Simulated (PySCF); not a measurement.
# C6H9NSi: the cost of one run

Computed with PySCF 2.14.0 and routines of our own; the level stands in each step. Atoms count from 0.

## (1) The system as given

17 atoms, charge 0, multiplicity 1; geometry from: GFN2-xTB.

## (2) Vibronic structure: TDA PBE0/def2-SVP

What the job is given:

```
{"job": {"kind": "vib", "xc": "PBE0", "basis": "def2-SVP", "tda": true}, "charge": 0, "multiplicity": 1}
C     -1.784260     2.315732     0.789177
C     -0.908000     1.533827     0.537863
C      0.149944     0.624464     0.231989
N      1.280241     1.106156    -0.058648
Si     2.826190     0.524888    -0.488491
C     -0.196242    -0.809978     0.294623
C     -1.162560    -1.295940     1.348310
C     -1.585543    -1.267920    -0.077733
H     -2.549379     3.000546     1.009393
H      3.682105     1.002103     0.595119
H      3.083791     1.179885    -1.768152
H      3.027133    -0.925997    -0.645721
H      0.632413    -1.457538     0.037874
H     -0.953284    -2.246911     1.814054
H     -1.580451    -0.558322     2.017046
H     -2.293427    -0.512124    -0.384028
H     -1.675668    -2.200840    -0.613123
```

Method: TDA PBE0/def2-SVP vertical-gradient vibronic structure (displaced harmonic oscillators, Condon), gas phase.

The run is started by

```sh
$ OMP_NUM_THREADS=1 python excited_run.py task.json out
```

One launch serves the whole session: the jobs run in the order shown.

Q: Estimate the wall time and peak memory of this first job on 1 thread of Arm Neoverse V1, shared host.

About 51 s, with a peak of 0.82 GiB.
